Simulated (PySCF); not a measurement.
**A workflow on Be2H2F2 ((HBe-mu-F)2)**

Wanted: a geometry optimisation (O3LYP-D4/6-31G), then the harmonic vibrations, then a single-point energy (CCSD(T)/SBKJC), then the vertical excitations (EOM-CCSD/jun-cc-pV(D+d)Z) of Be2H2F2 ((HBe-mu-F)2). Input form: a Python script.

The calculation is run with PySCF 2.14.0.

## Step 1: Starting point

Be2H2F2: 6 atoms, total charge 0, spin state singlet. All atoms were displaced at random from a relaxed shape. The run starts from this shape.

Bond lengths: Be1–F3 1.513 Å, F3–Be4 1.661 Å, Be1–F6 1.545 Å, Be4–F6 1.727 Å, Be1–H2 1.288 Å, Be4–H5 1.162 Å. Angles: Be1–F3–Be4 89.5°, F3–Be1–F6 98.0°, F3–Be4–F6 85.9°, Be1–F6–Be4 86.1°, H2–Be1–F3 131.3°, H2–Be1–F6 129.7°, F3–Be4–H5 141.6°, H5–Be4–F6 131.8°.

## Step 2: A geometry optimisation at O3LYP-D4/6-31G (sfX2C) (run 1)

File mol.xyz:

```xyz
6

Be     0.759934     0.293867    -0.707895
H      1.744301     0.561547    -1.494338
F     -0.382191    -0.690432    -0.837767
Be    -0.870092    -0.305701     0.702387
H     -1.645469    -0.606030     1.513547
F      0.551836     0.670868     0.776349
```

File calc.py:

```python
from pyscf import gto, dft
from pyscf.geomopt.geometric_solver import kernel as optimise

system = gto.Mole()
system.atom = 'mol.xyz'
system.max_memory = 1860
system.cart = True
system.spin = 0
system.verbose = 3
system.basis = '6-31g'
system.build()

mf = dft.RKS(system)
mf.xc = 'o3lyp'
mf = mf.sfx2c1e()
mf.disp = 'd4'
converged, mol_eq = optimise(mf, maxsteps=100, convergence_set='GAU_TIGHT')
print('converged:', converged)
print(mol_eq.tostring())

mf.reset(mol_eq)
system = mol_eq
mf.kernel()
energy = mf.e_tot
print('E = %.10f Eh' % energy)
```

On the command line:

```bash
$ OMP_NUM_THREADS=1 python calc.py
```

Log:

```text
convergence_set           GAU_TIGHT
[... 52 lines left out ...]
> Will converge when all 5 criteria are reached:
[... 42 lines left out ...]
converged SCF energy = -230.611471548883
[... 91 lines left out ...]
converged SCF energy = -230.614876893115
[... 91 lines left out ...]
converged SCF energy = -230.614919528533
[... 91 lines left out ...]
converged SCF energy = -230.614925374289
[... 91 lines left out ...]
converged SCF energy = -230.614925512282
[... 80 lines left out ...]
Not rejecting step - energy change meets convergence criteria
[... 48 lines left out ...]
Converged! =D
[... 1 line left out ...]
converged: True
Be          0.87410173        0.24258766       -0.74408938
H           1.83463029        0.57092851       -1.60763604
F          -0.44504225       -0.68344483       -0.77359476
Be         -0.79749537       -0.32891821        0.75891811
H          -1.75804428       -0.65724794        1.62243504
F           0.52165853        0.59711748        0.78844151
converged SCF energy = -230.614925482258
E = -230.6149254823 Eh
```

It took 69 s on 1 thread of Arm Neoverse V1, shared host; peak memory 0.45 GiB.

Steps, from the record of the run:

```
step  energy from the first frame kept (eV)  largest force (eV/Å)
   0                                 0.0000                4.4811
   1                                -0.4866                1.2963
   2                                -0.5638                0.6326
   3                                -0.5757                0.2647
   4                                -0.5780                0.1633
   5                                -0.5792                0.0880
   6                                -0.5797                0.0846
   7                                -0.5802                0.0636
   8                                -0.5803                0.0362
   9                                -0.5804                0.0199
  10                                -0.5804                0.0237
  11                                -0.5805                0.0318
  12                                -0.5805                0.0240
  13                                -0.5806                0.0109
  14                                -0.5806                0.0053
  15                                -0.5806                0.0032
  16                                -0.5806                0.0017
  17                                -0.5806                0.0008
  18                                -0.5806                0.0009
  19                                -0.5806                0.0009
  20                                -0.5806                0.0006
  21                                -0.5806                0.0003
  22                                -0.5806                0.0002
```

After the run. Bond lengths: Be1–F3 1.612 Å, F3–Be4 1.612 Å, Be1–F6 1.612 Å, Be4–F6 1.612 Å, Be1–H2 1.333 Å, Be4–H5 1.333 Å. Angles: Be1–F3–Be4 92.0°, F3–Be1–F6 88.0°, F3–Be4–F6 88.0°, Be1–F6–Be4 92.0°, H2–Be1–F3 136.0°, H2–Be1–F6 136.0°, F3–Be4–H5 136.0°, H5–Be4–F6 136.0°.

## Step 3: Vibrational wavenumbers at O3LYP-D4/6-31G (sfX2C) (run 2)

File geometry.xyz:

```xyz
6

Be     0.835805     0.285744    -0.751500
H      1.796295     0.614149    -1.615059
F     -0.483349    -0.640283    -0.781018
Be    -0.835808    -0.285740     0.751498
H     -1.796314    -0.614122     1.615049
F      0.483352     0.640279     0.781019
```

File input.py:

```python
import numpy
from pyscf import gto, dft, symm
from pyscf.hessian import thermo

mol = gto.Mole()
mol.atom = 'geometry.xyz'
mol.basis = '6-31g'
mol.cart = True
mol.spin = 0
mol.max_memory = 1860
mol.verbose = 3
mol.charge = 0
mol.build()

mf = dft.RKS(mol, xc='o3lyp')
mf = mf.sfx2c1e()
mf.disp = 'd4'
mf.kernel()

energy = mf.e_tot
print('E(%s) = %.9f' % ('O3LYP', energy))
hess = mf.Hessian().kernel()
modes = thermo.harmonic_analysis(mol, hess)
print('frequencies (1/cm)', numpy.round(modes['freq_wavenumber'], 1))
symm.geom.TOLERANCE = 1e-3  # for the symmetry number
th = thermo.thermo(mf, modes['freq_au'], 1200, 101325)
thermo.dump_thermo(mol, th)
```

On the command line:

```bash
$ OMP_NUM_THREADS=1 python input.py
```

Log:

```text
converged SCF energy = -230.61492548355
E(O3LYP) = -230.614925484

WARN: DFTD4 does not support analytical Hessian, using finite difference.

WARN: Mole.unit (angstrom) is changed to Bohr

frequencies (1/cm) [ 184.3  481.8  524.6  534.4  541.   611.3  616.4  730.2  808.1  829.2
 2151.4 2173.3]
temperature 1200.0000 [K]
pressure 101325.00 [Pa]
Rotational constants [GHz] 13.74575 10.61009 5.98803
Symmetry number 2
Zero-point energy (ZPE) 0.02321 [Eh]   60926.121 [J/mol]
                           tot       elec      trans        rot        vib
Entropy [J/mol/K]       422.491      0.000    188.339    109.612    124.541
Cv [J/mol/K]            114.249      0.000     12.472     12.472     89.306
Cp [J/mol/K]            122.564      0.000     20.786     12.472     89.306
Internal energy [J/mol]                     14966.028  14966.028 134253.937
Internal energy [Eh]   -230.55239  -230.61493
Enthalpy [J/mol]                            24943.380  14966.028 134253.937
Enthalpy [Eh]          -230.54859
Gibbs free energy [J/mol]                  -201063.058 -116567.910 -15195.403
Gibbs free energy [Eh] -230.74169
```

Wall time 32 s (1 thread of Arm Neoverse V1, shared host); peak memory 0.59 GiB.

## Step 4: The energy at CCSD(T)/SBKJC (core potential) (run 3)

File input.py:

```python
from pyscf import gto, scf, cc

mol = gto.M(
    atom=[
    ('Be', (0.874102, 0.242588, -0.744089)),
    ('H', (1.834630, 0.570929, -1.607636)),
    ('F', (-0.445042, -0.683445, -0.773595)),
    ('Be', (-0.797495, -0.328918, 0.758918)),
    ('H', (-1.758044, -0.657248, 1.622435)),
    ('F', (0.521659, 0.597117, 0.788442)),
],
    basis='sbkjc',
    spin=0,
    ecp={'Be': 'sbkjc', 'F': 'sbkjc'},
    verbose=4,
    charge=0,
    max_memory=1860,
)

myscf = scf.RHF(mol)
myscf.kernel()

mycc = cc.CCSD(myscf)
mycc.kernel()
e_t = mycc.ccsd_t()
etot = mycc.e_tot + e_t
print('E(%s) = %.9f' % ('CCSD(T)', etot))
```

On the command line:

```bash
$ OMP_NUM_THREADS=1 python input.py
```

Log:

```text
PySCF version 2.14.0

[... 56 lines left out ...]
converged SCF energy = -51.0599618695945
[... 11 lines left out ...]
Init t2, MP2 energy = -51.3113319519624  E_corr(MP2) -0.251370082367906
[... 11 lines left out ...]
CCSD converged
[... 2 lines left out ...]
E(CCSD(T)) = -51.325909433
```

Wall time 1.8 s (1 thread of Arm Neoverse V1, shared host); peak memory 0.13 GiB.

## Step 5: The vertical excitations at EOM-CCSD/jun-cc-pV(D+d)Z (root kind ee, spin of roots triplet) (run 4)

File run.py:

```python
import numpy
from pyscf import gto, scf, cc

mol = gto.M(
    atom=[
    ('Be', (0.874102, 0.242588, -0.744089)),
    ('H', (1.834630, 0.570929, -1.607636)),
    ('F', (-0.445042, -0.683445, -0.773595)),
    ('Be', (-0.797495, -0.328918, 0.758918)),
    ('H', (-1.758044, -0.657248, 1.622435)),
    ('F', (0.521659, 0.597117, 0.788442)),
],
    max_memory=1860,
    verbose=4,
    basis='jun-cc-pv(d+d)z',
    spin=0,
)

mf = scf.RHF(mol)
mf.kernel()

mycc = cc.CCSD(mf, frozen=2)
mycc.kernel()
e_tot = mycc.e_tot
print(f'total energy: {e_tot:.8f} hartree')

e, vec = mycc.eomee_ccsd_triplet(nroots=3)
roots = numpy.atleast_1d(e) * 27.211386
print('EOM-EE-CCSD roots (eV)')
for i, w in enumerate(roots, 1):
    print('%3d %10.4f' % (i, w))
```

On the command line:

```bash
$ OMP_NUM_THREADS=1 python run.py
```

Log:

```text
PySCF version 2.14.0

[... 56 lines left out ...]
converged SCF energy = -229.516860639151
[... 12 lines left out ...]
Init t2, MP2 energy = -230.002400125438  E_corr(MP2) -0.485539486287622
[... 11 lines left out ...]
CCSD converged
[... 1 line left out ...]
total energy: -230.02120497 hartree
[... 1 line left out ...]
******** <class 'pyscf.cc.eom_rccsd.EOMEETriplet'> ********
max_space = 20
max_cycle = 50
conv_tol = 1e-07
partition = None
EOM-CCSD root 0 E = 0.2556347899917077  qpwt = 0.964958  conv = True
EOM-CCSD root 1 E = 0.2562984966517978  qpwt = 0.965571  conv = True
EOM-CCSD root 2 E = 0.3083977803077073  qpwt = 0.961056  conv = True
EOM-EE-CCSD roots (eV)
  1     6.9562
  2     6.9742
  3     8.3919
```

Wall time 94 s (1 thread of Arm Neoverse V1, shared host); peak memory 0.63 GiB.

The roots found:

```csv
excited state,energy (eV)
1,6.956
2,6.974
3,8.392
```

## Step 6: Results

| quantity | value |
| --- | --- |
| run 1, O3LYP-D4/6-31G: total energy at the end | -230.61493 Eh |
| run 1, O3LYP-D4/6-31G: dipole moment | 0.00 D |
| run 1, O3LYP-D4/6-31G: HOMO energy | -8.30 eV |
| run 1, O3LYP-D4/6-31G: LUMO energy | -0.49 eV |
| run 1, O3LYP-D4/6-31G: HOMO–LUMO gap | 7.81 eV |
| run 1, O3LYP-D4/6-31G: dispersion energy | -9.49 kJ/mol |
| run 2, O3LYP-D4/6-31G: lowest harmonic wavenumber | 184 cm⁻¹ |
| run 2, O3LYP-D4/6-31G: highest harmonic wavenumber | 2173 cm⁻¹ |
| run 2, O3LYP-D4/6-31G: zero-point energy | 60.9 kJ/mol |
| run 3, CCSD(T)/SBKJC: total energy | -51.32591 Eh |
| run 3, CCSD(T)/SBKJC: dipole moment (Hartree–Fock density) | 0.00 D |
| run 3, CCSD(T)/SBKJC: HOMO energy (Hartree–Fock orbitals) | -12.73 eV |
| run 3, CCSD(T)/SBKJC: LUMO energy (Hartree–Fock orbitals) | 1.69 eV |
| run 3, CCSD(T)/SBKJC: HOMO–LUMO gap (Hartree–Fock orbitals) | 14.43 eV |
| run 3, CCSD(T)/SBKJC: correlation energy | -265.9 mEh |
| run 3, CCSD(T)/SBKJC: (T) correction | -6.06 mEh |
| run 3, CCSD(T)/SBKJC: T1 diagnostic | 0.014 |
| run 4, EOM-CCSD/jun-cc-pV(D+d)Z: ground-state or mean-field energy | -230.02120 Eh |
| run 4, EOM-CCSD/jun-cc-pV(D+d)Z: dipole moment (Hartree–Fock density) | 0.00 D |
| run 4, EOM-CCSD/jun-cc-pV(D+d)Z: HOMO energy (Hartree–Fock orbitals) | -12.54 eV |
| run 4, EOM-CCSD/jun-cc-pV(D+d)Z: LUMO energy (Hartree–Fock orbitals) | 0.44 eV |
| run 4, EOM-CCSD/jun-cc-pV(D+d)Z: HOMO–LUMO gap (Hartree–Fock orbitals) | 12.98 eV |
| run 4, EOM-CCSD/jun-cc-pV(D+d)Z: correlation energy (2 core orbitals frozen) | -504.3 mEh |
| run 4, EOM-CCSD/jun-cc-pV(D+d)Z: T1 diagnostic | 0.012 |
| run 4, EOM-CCSD/jun-cc-pV(D+d)Z: lowest triplet excitation energy | 6.96 eV |

What this shows: The program (run 2, O3LYP-D4/6-31G) took a symmetry number of 2 where this shape has 4, so the entropy in its output is too high by R ln(4/2) = 1.38 cal/(mol K). The optimisation (run 1, O3LYP-D4/6-31G) took 22 steps and changed the energy by -0.581 eV. Mulliken charges (run 1, O3LYP-D4/6-31G) run from -0.44 on F3 to +0.48 on Be1; they depend strongly on the basis. All 12 modes (run 2, O3LYP-D4/6-31G) are real, so the shape is a minimum at this level. Mulliken charges (run 3, CCSD(T)/SBKJC) of the mean-field density run from -0.49 on F3 to +0.46 on Be1; they depend strongly on the basis. The triples (run 3, CCSD(T)/SBKJC) make up 2.3 % of the correlation energy.
